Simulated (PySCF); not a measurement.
**The bond of NaGe, level by level**

One table from this session's results is given with a row withheld; the runs are named, their logs left out.

Program: PySCF 2.14.0. Level of theory: Na def2-SVPD, Ge def2-SVPD, no relativity. These are calculated values, not measurements.

Set-up of the first run:

A driver script around PySCF takes these settings:

* atoms: Na, Ge
* charge: 0
* basis: Na def2-SVPD, Ge def2-SVPD
* Hamiltonian: no relativity
* basis functions: 56
* electrons treated: 43
* masses in u: 22.9898, 73.9212
* levels: PBE0, PBE, r²SCAN, MN15, LDA, TPSSh, CAM-B3LYP, HF, MP2, SCS-MP2
* grid: 80 radial by 434 angular points
* occupations: held fixed by the projection of orbital angular momentum
* dissociation limit: Na + Ge, each in its ground configuration
* starting distance in angstrom: 2.735
* values of 2S to try: 1, 3

Command:

```sh
> OMP_NUM_THREADS=1 python dia.py task.json out
```

Among the steps run: Set-up; First curve: PBE0; Excited determinants; PBE (GGA); r²SCAN (meta-GGA); MN15; LDA (local density); TPSSh (hybrid meta-GGA); CAM-B3LYP; UHF (mean field).

One of the session's tables, all rows but one given; the rest of the session is left out.

It belongs to the step «The curves together». Energy (eV) from each level's lowest point:

```
R (Å)    UHF  UHF-MP2  UHF-SCS-MP2    LDA    PBE
2.365  0.393    0.367        0.370  0.232  0.313
2.475  0.187    0.171        0.173  0.091  0.143
2.585  0.067    0.058        0.060  0.020  0.047
2.667  0.020    0.016        0.016  0.000  0.012
2.750      ?        ?            ?      ?      ?
2.833  0.002    0.006        0.005  0.018  0.006
2.942  0.029    0.038        0.037  0.060  0.035
3.080  0.093    0.108        0.106  0.132  0.094
3.245  0.193    0.220        0.216  0.237  0.186
3.465  0.345    0.397        0.386  0.389  0.322
```

**Question.** Estimate the row for R (Å) = 2.750.

Worked estimate for «UHF». A straight line through the neighbours (2.667, 0.020) and (2.833, 0.002) gives 0.020 + (0.002 − 0.020) × (2.750 − 2.667) / (2.833 − 2.667) = 0.011; a parabola fitted to 4 rows on both sides gives 0.001.

As computed: UHF: 0.000; UHF-MP2: 0.000; UHF-SCS-MP2: 0.000; LDA: 0.001; PBE: 0.000. In «UHF» the line misses by +0.011 and the parabola by +0.001.

State 2 has its PBE0 minimum 0.45 eV higher. The other levels ran on the lowest alone.
